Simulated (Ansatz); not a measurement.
# C7H13Cl2NSiTi: how energies converge with the basis set

Aim: see how fast density functionals converge with the basis set for C7H13Cl2NSiTi.

Method: one geometry, several basis sets; program: Ansatz 0.2.0, Gaussian basis.

Plan: PBE0-D4/def2-SVP; ωB97M-V/def2-SVP; PBE0-D4/def2-QZVPP; ωB97M-V/def2-QZVPP; the functionals' def2-TZVPP values are taken from earlier runs.

### Step 1. Structure used throughout

An earlier PBE0-D4/def2-TZVP relaxation fixed the geometry.

SMILES `C[N](C)[Ti]1234([Cl])([Cl])[C@@H]5[C@H]1[C@H]2[C@@]3([SiH3])[C@@H]54`, 25 atoms, charge 0, spin multiplicity 1.

Atoms are counted from 1 here; the program's logs count them from 0.

Bond lengths: C1–N2 1.442 Å, C1–H13 1.098 Å, C1–H14 1.089 Å, C1–H15 1.100 Å, N2–C3 1.443 Å, N2–Ti4 1.868 Å, C3–H16 1.097 Å, C3–H17 1.091 Å, C3–H18 1.100 Å, Ti4–Cl5 2.242 Å, Ti4–Cl6 2.250 Å, Ti4–C7 2.418 Å, Ti4–C8 2.356 Å, Ti4–C9 2.334 Å, Ti4–C10 2.348 Å, Ti4–C12 2.410 Å, C7–C8 1.418 Å, C7–C12 1.395 Å and more. Angles: N2–C1–H13 109.8°, N2–C1–H14 110.9°, N2–C1–H15 111.5°, H13–C1–H14 108.2°, H13–C1–H15 107.6°, H14–C1–H15 108.6°, C1–N2–C3 112.6°, C1–N2–Ti4 125.9°, C3–N2–Ti4 119.6°, N2–C3–H16 110.0°, N2–C3–H17 111.2°, N2–C3–H18 111.6°, H16–C3–H17 107.4°, H16–C3–H18 107.8°, H17–C3–H18 108.7°, N2–Ti4–Cl5 102.2°, N2–Ti4–Cl6 102.1°, N2–Ti4–C7 138.8° and more.

### Step 2. PBE0-D4 in def2-SVP

in.yaml reads:

```yaml
crystal:
  periodic: [false, false, false]
  atoms:
    - {symbol: C, position_ang: [-1.867688, -1.654614, -0.176743]}
    - {symbol: N, position_ang: [-0.873831, -1.235222, 0.779729]}
    - {symbol: C, position_ang: [-0.121631, -2.341530, 1.319874]}
    - {symbol: Ti, position_ang: [-0.247735, 0.509258, 1.016092]}
    - {symbol: Cl, position_ang: [-2.085359, 1.731542, 0.620612]}
    - {symbol: Cl, position_ang: [0.100838, 0.587905, 3.237789]}
    - {symbol: C, position_ang: [1.837346, 1.727269, 0.884708]}
    - {symbol: C, position_ang: [2.063622, 0.360658, 0.582366]}
    - {symbol: C, position_ang: [1.371914, 0.057027, -0.603059]}
    - {symbol: C, position_ang: [0.670022, 1.215710, -1.026224]}
    - {symbol: Si, position_ang: [-0.401813, 1.410881, -2.537060]}
    - {symbol: C, position_ang: [0.993857, 2.248928, -0.096646]}
    - {symbol: H, position_ang: [-2.548972, -2.379412, 0.287280]}
    - {symbol: H, position_ang: [-2.456385, -0.806498, -0.522742]}
    - {symbol: H, position_ang: [-1.408262, -2.141863, -1.049189]}
    - {symbol: H, position_ang: [-0.795669, -3.039314, 1.832978]}
    - {symbol: H, position_ang: [0.612312, -1.999935, 2.051107]}
    - {symbol: H, position_ang: [0.401995, -2.899238, 0.529388]}
    - {symbol: H, position_ang: [2.200982, 2.245859, 1.758136]}
    - {symbol: H, position_ang: [2.648572, -0.326868, 1.176018]}
    - {symbol: H, position_ang: [1.346952, -0.907797, -1.088663]}
    - {symbol: H, position_ang: [0.457877, 1.386624, -3.751464]}
    - {symbol: H, position_ang: [-1.112566, 2.708978, -2.466075]}
    - {symbol: H, position_ang: [-1.373218, 0.292580, -2.642362]}
    - {symbol: H, position_ang: [0.586809, 3.249083, -0.115850]}
basis:
  gaussian: {orbitals: def2-SVP}
hamiltonian: {xc: pbe0, dispersion: d4}
output: {orbitals: {seedname: orbitals}}
```

Run with:

```console
> ansatz run in.yaml --threads 11 --pin off --events-out ev --progress --plain --max-ram 110592MiB --backend cpu
```

Further steps of the session: ωB97M-V in def2-SVP; PBE0-D4 in def2-QZVPP; ωB97M-V in def2-QZVPP.

Before running them: what should the planned runs give, taken together? Wanted: PBE0-D4: double and triple zeta above quadruple; ωB97M-V: double and triple zeta above quadruple.

The runs gave:

| quantity | value |
| --- | --- |
| PBE0-D4: double and triple zeta above quadruple | 25.79, 1.91 eV |
| ωB97M-V: double and triple zeta above quadruple | 26.05, 1.80 eV |

**Reading.** PBE0-D4 gains 23.88 eV from double to triple zeta, then 1.91 eV more. Total energies overstate the basis error of differences, where much of it tends to cancel.
